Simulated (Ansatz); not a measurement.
# SiAsH3 (singlet): the correlation ladder, cc-pVTZ

An exercise on one series of results from a longer session: the logs are not shown, and one member is left open.

The runs use Ansatz 0.2.0, Gaussian basis; cc-pVTZ, core rule «outside noble gas», up to 19 orbitals frozen.

Plan: UHF; CCSD(T) on RHF; CCSD(T) on UHF; BCCD(T) on RHF; CCSDT(Q) on RHF; CCSDT(Q) on UHF; CASSCF and NEVPT2, 12 electrons in 11 orbitals.

7 further runs of the same task are left out: 1 for a known fault of the program, 6 set aside as unsound or not needed.

## What is computed

The geometry is a PBE0/def2-TZVP stationary point (not a proven minimum) of the parent state, kept for this charge and spin. No spin-orbit coupling is included. The filled d shell of As may be among the frozen orbitals whatever the setting's name suggests; the logs give the count.

5 atoms, charge 0, spin multiplicity 1.

Atoms are counted from 1 here; the program's logs count them from 0.

Bond lengths: Si1–As2 2.357 Å, Si1–H3 1.488 Å, Si1–H4 1.488 Å, Si1–H5 1.488 Å. Angles: As2–Si1–H3 110.3°, As2–Si1–H4 110.3°, As2–Si1–H5 110.3°, H3–Si1–H4 108.7°, H3–Si1–H5 108.7°, H4–Si1–H5 108.7°.

Set-up of the first run:

Input file in.yaml:

```yaml
crystal:
  periodic: [false, false, false]
  atoms:
    - {symbol: Si, position_ang: [-1.650542, -0.011519, 0.004128]}
    - {symbol: As, position_ang: [0.706158, 0.004928, -0.001766]}
    - {symbol: H, position_ang: [-2.175948, 1.381149, 0.007507]}
    - {symbol: H, position_ang: [-2.158302, -0.715039, 1.213602]}
    - {symbol: H, position_ang: [-2.164376, -0.711463, -1.204855]}
basis:
  gaussian: {orbitals: cc-pVTZ}
magnetization: {spin_polarized: true, initial_magnetization: 0}
hamiltonian: {xc: hf}
output: {orbitals: {seedname: orbitals}}
```

The run is started by

```console
> ansatz run in.yaml --threads 1 --pin off --events-out ev --progress --plain --max-ram 4096MiB --backend cpu
```

Among the steps run: UHF; CCSD(T) on RHF; CCSD(T) on UHF; BCCD(T) on RHF; CCSDT(Q) on RHF; CCSDT(Q) on UHF; CASSCF and NEVPT2, 12 electrons in 11 orbitals.

One of the session's tables, all rows but one given; the rest of the session is left out.

```
        method  from RCCSDT(Q) (meV)
           RHF               +8172.4
           UHF               +6791.2
          RMP2               +1855.5
          UMP2                +966.0
         RCCSD                +592.1
         UCCSD                -242.6
      RCCSD(T)                +269.8
      UCCSD(T)                     ?
       BCCD(T)                +269.7
        RCCSDT                 +69.2
        UCCSDT                -808.4
     RCCSDT(Q)                     0
     UCCSDT(Q)                -894.8
CASSCF valence               +6022.4
NEVPT2 valence               +1578.9
```

**Question.** Estimate the row for UCCSD(T).

**Answer.** from RCCSDT(Q) (meV): -544.9. In the column «from RCCSDT(Q) (meV)» it lies between UCCSDT (-808.4) and UCCSD (-242.6).

To keep in mind: The determinant is far from a pure spin state, so its energy mixes those of several spin states (harmless only where they are near-degenerate, as at dissociation). The report flags that the cluster equations may have other roots. The program flags UCCSD(T), RCCSDT(Q), UCCSDT(Q) as in doubt, so the zero of the table is itself unsure. Warnings: restricted reference is unstable; spin contamination. Restricted and unrestricted rows rest on different reference determinants; where their highest levels disagree by more than a few hundredths of an eV, they describe different states and don't form one ladder.
